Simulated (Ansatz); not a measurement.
# BClFH4N: the cost of one run

Program: Ansatz 0.2.0. Level of theory: RKS B3LYP-D4/def2-SVP. These are calculated values, not measurements.

## (1) Starting point

Bond lengths: B1–Cl3 1.860 Å, B1–N4 1.550 Å, N4–H5 1.060 Å, N4–H6 1.060 Å, B1–F7 1.620 Å. Angles: Cl3–B1–N4 120.0°, Cl3–B1–F7 96.8°, N4–B1–F7 101.3°, B1–N4–H5 120.0°, B1–N4–H6 120.0°, H5–N4–H6 120.0°.

Structure file:

```xyz
8

B     0.0000    0.0000    0.0000
H     0.0000    0.0000    1.5400
Cl    1.6108    0.0000   -0.9300
N    -1.3423    0.0000   -0.7750
H    -2.0112   -0.8164   -0.6764
H    -1.5914    0.8164   -1.4036
F     0.0726    1.5356    0.5108
H     0.0410    0.8666    1.4996
```

## (2) Pulling towards end A

Springs on the bonds that form and break draw the guess towards this end; the thresholds are loose.

Contents of input.yaml:

```yaml
crystal:
  periodic: [false, false, false]
  atoms:
    - { symbol: B, position_ang: [0.0, 0.0, 0.0] }
    - { symbol: H, position_ang: [0.0, 0.0, 1.54] }
    - { symbol: Cl, position_ang: [1.6108, 0.0, -0.93] }
    - { symbol: "N", position_ang: [-1.3423, 0.0, -0.775] }
    - { symbol: H, position_ang: [-2.0112, -0.8164, -0.6764] }
    - { symbol: H, position_ang: [-1.5914, 0.8164, -1.4036] }
    - { symbol: F, position_ang: [0.0726, 1.5356, 0.5108] }
    - { symbol: H, position_ang: [0.041, 0.8666, 1.4996] }
basis:
  gaussian: { orbitals: def2-SVP }
hamiltonian:
  xc: b3lyp
  dispersion: d4
relax:
  f_tol: 0.15
  max_steps: 25
  restrain:
    - { distance: [0, 6], at: 2.52, k: 30.0 }
    - { distance: [7, 1], at: 1.86, k: 30.0 }
    - { distance: [0, 1], at: 1.19, k: 30.0 }
    - { distance: [7, 6], at: 0.92, k: 30.0 }
output:
  orbitals: {}
```

Launch:

```
ansatz run input.yaml --threads 1 --pin off --max-ram 2048MiB --backend cpu --events-out ev --progress --plain --runs-dir out
```

What time and memory should one allow on 1 thread of AMD EPYC 7R43 (Zen 3), shared host?

About 28 s, with a peak of 0.17 GiB.
